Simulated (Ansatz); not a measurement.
# SrAg3: the cost of one run

Computed with Ansatz 0.2.0 (DFT PBE, scalar-relativistic, plane waves, PAW, unless a step's input says otherwise).

## Step 1: The starting structure

It takes space group Pm-3m (No. 221, cubic). Conventional cell: a = 4.571 Å, b = 4.571 Å, c = 4.571 Å, α = 90.00°, β = 90.00°, γ = 90.00°. Around Sr (site symmetry m-3m) lie 12 Ag at 3.23 Å. Ag (site symmetry 4/mmm) has 4 Sr at 3.23 Å and 8 Ag at 3.23 Å in its first shell of neighbours.

Coordinates:

```
Sr Ag
1.0
     4.57087    0.00000    0.00000
     0.00000    4.57087    0.00000
     0.00000    0.00000    4.57087
Sr Ag
1 3
Direct
  0.00000 0.00000 0.00000
  0.00000 0.50000 0.50000
  0.50000 0.50000 0.00000
  0.50000 0.00000 0.50000
```

An earlier run at PBE left this cell at 23.875 Å³/atom and 0.02 GPa (8×8×8 mesh).

The changes: atom 4 (Ag) moved 0.12 Å along x; atom 2 (Ag) moved 0.2 Å along z; strain e3 = +0.03, atoms carried along; strain e5 = -0.01, atoms carried along; all atoms moved at random (σ = 0.15 Å), cell strained at random (1 %); all atoms moved at random (σ = 0.1 Å), cell strained at random (1 %).

## Step 2: Atom 4 (Ag) moved 0.12 Å along x

input.yaml

```yaml
crystal:
  lattice:
    - [4.5708679551, 0.0, 0.0]
    - [0.0, 4.5708679551, 0.0]
    - [0.0, 0.0, 4.5708679551]
  atoms:
    - { symbol: Sr, position: [0.0, 0.0, 0.0] }
    - { symbol: Ag, position: [0.0, 0.5, 0.5] }
    - { symbol: Ag, position: [0.5, 0.5, 0.0] }
    - { symbol: Ag, position: [0.5262532196, 0.0, 0.5] }
basis:
  ecutwfc: 420
  ecutrho_ratio: 4
kpoints:
  mp_grid: { grid: [8, 8, 8] }
hamiltonian:
  xc: pbe
scf:
  occupations: { method: gaussian, width: 0.05 }
output:
  forces: true
  stress: true
  eigenvalues: true
  write_density: true
  write_potential: true
  elf: true
  volumetric_format: npy
```

Run with:

```
$ ansatz run input.yaml --threads 2 --pin off --max-ram 2662MiB --backend cpu --events-out ev --progress --plain --runs-dir out
```

Q: Estimate wall time and peak memory on 2 threads of Arm Neoverse V2, shared host.

About 29 s, with a peak of 0.56 GiB.
